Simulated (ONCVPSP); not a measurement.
# Pseudopotential generation for promethium: ONCV, PBEsol

Task: generate the file, and judge it by its errors in other configurations, its logarithmic derivatives, its ghosts and its cutoff.

Program: ONCVPSP 4.0.1.1 (patched build). Reference atom: PBEsol, scalar-relativistic, spherical and spin-unpolarised. All values are calculated.

### 1 Settings

The settings as typed:

```
element                 : promethium (Pm, Z = 61)
type                    : optimised norm-conserving Vanderbilt (ONCV)
frozen core             : [Kr] 4d10
valence charge          : 15
reference configuration : 4f5 5s2 5p6 6s1 (charge +1)
partial waves           : 5s+6s: rc 2.15 bohr, ncon 4, nbas 8, qcut 5.7 1/bohr, 2 projectors; 5p: rc 2.60 bohr, ncon 5, nbas 8, qcut 5.4 1/bohr, 2 projectors, debl 0.8 Ha; d scattering state at 0.02 Ha: rc 2.00 bohr, ncon 4, nbas 7, qcut 5.1 1/bohr, 2 projectors, debl 1.8 Ha; 4f: rc 1.45 bohr, ncon 4, nbas 8, qcut 11.3 1/bohr, 1 projector
local potential         : polynomial inside 1.00 bohr (lpopt 1, dvloc0 6 Ha)
core correction         : Teter function, fcfact 5.75, rcfact 1.55
```

The outer shells as boxes (Hund's rule for the drawing; the calculation is spin-unpolarised):

```
[Kr] core
4d [↑↓][↑↓][↑↓][↑↓][↑↓]
4f [↑ ][↑ ][↑ ][↑ ][↑ ][  ][  ]
5s [↑↓]
5p [↑↓][↑↓][↑↓]
6s [↑ ]
```

The nodes and maxima of the atom's own shells, from an earlier all-electron run, set the scale for the radii.

All-electron outer shells of the reference configuration (PBEsol, scalar-relativistic, ld1.x):

```tsv
shell	level (eV)	outermost node (bohr)	outermost maximum (bohr)
5s	-47.98	0.70	1.29
5p	-28.75	0.75	1.46
6s	-8.31	1.72	3.50
4f	-8.20	–	0.64
5d	-7.28	0.86	2.12
6p	-5.24	2.06	4.43
```

### 2 Generation

File Pm.dat:

```
# ATOM AND REFERENCE CONFIGURATION
# atsym  z   nc   nv     iexc    psfile
  Pm 61.00    9    4  -116133      upf
#
#   n    l    f
    1    0    2.00
    2    0    2.00
    2    1    6.00
    3    0    2.00
    3    1    6.00
    3    2   10.00
    4    0    2.00
    4    1    6.00
    4    2   10.00
    4    3    5.00
    5    0    2.00
    5    1    6.00
    6    0    1.00
#
# PSEUDOPOTENTIAL AND OPTIMIZATION
# lmax
    3
#
#   l,   rc,      ep,       ncon, nbas, qcut
    0    2.15    0.00    4    8    5.70
    1    2.60    0.00    5    8    5.40
    2    2.00    0.02    4    7    5.10
    3    1.45    0.00    4    8   11.30
#
# LOCAL POTENTIAL
# lloc, lpopt,  rc(5),   dvloc0
    4    1    1.00    6.00
#
# VANDERBILT-KLEINMAN-BYLANDER PROJECTORs
# l, nproj, debl
    0    2    3.60
    1    2    0.80
    2    2    1.80
    3    1    3.10
#
# MODEL CORE CHARGE
# icmod, fcfact, rcfact
    3    5.75    1.55
#
# LOG DERIVATIVE ANALYSIS
# epsh1, epsh2, depsh
   -3.00    5.00    0.02
#
# OUTPUT GRID
# rlmax, drl
    6.00    0.01
#
# TEST CONFIGURATIONS
# ncnf
    4
# nvcnf
#   n    l    f
    4
    4    3    5.00
    5    0    2.00
    5    1    6.00
    6    0    2.00
#
    4
    4    3    5.00
    5    0    2.00
    5    1    6.00
    6    0    0.00
#
    4
    4    3    4.00
    5    0    2.00
    5    1    6.00
    6    0    0.00
#
    5
    4    3    5.00
    5    0    2.00
    5    1    6.00
    6    0    0.00
    6    1    2.00
#
```

Run with:

```
oncvpsp.x < Pm.dat > Pm.out
```

Q: Predict the outcome of this session. Wanted: cutoffs for 1 and 0.1 mHa per electron, occupied waves; bound ghosts; GHOST(+) flags; largest test error; largest phase difference near zero energy, channels read; rms error of d²Exc/dn², without and with the model core; projector energies reset by the program.

The runs gave:

```
                                                quantity                                    value
  cutoffs for 1 and 0.1 mHa per electron, occupied waves                          56 Ha and 63 Ha
                                            bound ghosts                           s at -11.66 eV
                                          GHOST(+) flags                               p at 98 eV
                            largest test error (AE − PS)            +144 meV, for 4f4 5s2 5p6 6s0
largest phase difference near zero energy, channels read                                0.012 rad
 rms error of d²Exc/dn², without and with the model core                        8.06 and 2.93 mHa
                 projector energies reset by the program  p: -1.057, 0.250 Ha; d: 0.050, 1.850 Ha
```

**Reading.** A bound ghost (s) makes it unfit for use: electrons can fall into a state that the atom doesn't have. By total energies transferability is poor: the largest error is 144 meV on 34.1 eV, for 4f4 5s2 5p6 6s0. By its cutoff, 56 Ha for the looser tolerance, it is hard. At the looser tolerance the 4f wave is the slowest; 5s needs 11 Ha. Near zero energy the phases of the channels with partial waves agree within 0.012 rad. The pseudo curves have a pole with no partner nearby in the atom's: s at -0.42 Ha. The program also flags highly localised states, GHOST(+) (p). These are tests on the free atom; a crystal test is still owed.
